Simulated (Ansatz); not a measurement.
# CH4BNSe, SMILES BC(N)=[Se]: a geometry optimisation

Computed with the Ansatz DFT code, driven from Python.

At the Python prompt:
```pycon
>>> import ansatz as az
>>> from ase import Atoms
>>> import numpy as np
>>> atoms = Atoms(["B", "C", "N", "Se", "H", "H", "H", "H"], positions=[
...     (-0.0773, 1.1905, -0.4325),
...     (-0.2508, -0.3127, -0.2616),
...     (0.3905, -0.9794, 0.789),
...     (-1.2126, -1.157, -1.4859),
...     (-0.6891, 1.7609, -1.3516),
...     (0.5287, 1.8916, 0.3009),
...     (0.3516, -2.0127, 0.906),
...     (1.0512, -0.4383, 1.4798),
... ])
>>> system = az.Crystal.molecule_from_ase(atoms)
>>> calc = system.calculation()
>>> calc = calc.basis(gaussian="def2-SVP").functional("r2SCAN")
>>> symbols = [site.symbol for site in system.cartesian_sites]
>>> start = np.array([site.position_ang for site in system.cartesian_sites], dtype=float)
>>> r = calc.relax(force_tolerance=0.005, max_steps=100).run(threads=1).report
>>> end = np.array(r["positions_ang"])
>>> print("reference energy %16.6f eV" % r["reference_energy_ev"])
reference energy    -68605.270078 eV
>>> print("total energy     %16.6f eV" % r["free_energy_ev"])
total energy        -68605.270078 eV
>>> print("occupied orbitals outside the frozen core (up, down):", r["n_occupied"], " frozen:", r["n_frozen"], " virtual:", r["n_virtual"])
occupied orbitals outside the frozen core (up, down): [28, 28]  frozen: 0  virtual: [66, 66]
>>> print("final positions (A) and the move of each atom")
final positions (A) and the move of each atom
>>> for symbol, xyz, old in zip(symbols, end, start):
...     print(f"{symbol:2s} {xyz[0]:10.5f} {xyz[1]:10.5f} {xyz[2]:10.5f}   {np.linalg.norm(xyz - old):7.4f}")
...
B    -0.11265    1.14210   -0.61452    0.1916
C    -0.02542   -0.29719   -0.08985    0.2838
N     0.25330   -1.00122    0.98625    0.2413
Se   -0.52625   -0.80960   -1.75618    0.8154
H    -1.12363    1.77652   -0.41709    1.0307
H     0.89701    1.68717   -0.99794    1.3654
H     0.20769   -2.01804    0.98415    0.1638
H     0.52214   -0.53685    1.84929    0.6528
>>> with open("ch4bnse_opt.xyz", "w") as handle:
...     handle.write(f"{len(symbols)}\nrelaxed CH4BNSe\n")
...     handle.writelines(f"{s:2s} {x:11.6f} {y:11.6f} {z:11.6f}\n" for s, (x, y, z) in zip(symbols, end))
...
18
```

`ch4bnse_opt.xyz`, as written:
```text
8
relaxed CH4BNSe
B    -0.112647    1.142102   -0.614516
C    -0.025416   -0.297193   -0.089851
N     0.253297   -1.001219    0.986247
Se   -0.526248   -0.809600   -1.756177
H    -1.123625    1.776525   -0.417094
H     0.897010    1.687173   -0.997944
H     0.207688   -2.018041    0.984149
H     0.522141   -0.536846    1.849286
```

Caveats:
- Total energies depend on the basis set; only differences at equal settings carry meaning.
- The end point is the stationary point reached from this start; no frequency run checks that it is a minimum, and the basis set is modest.
- The bonding changed during the relaxation, so the end is another isomer than the start names.
- The whole script took 110 s on 1 thread of Arm Neoverse V2 (shared host), peak memory 0.24 GiB.
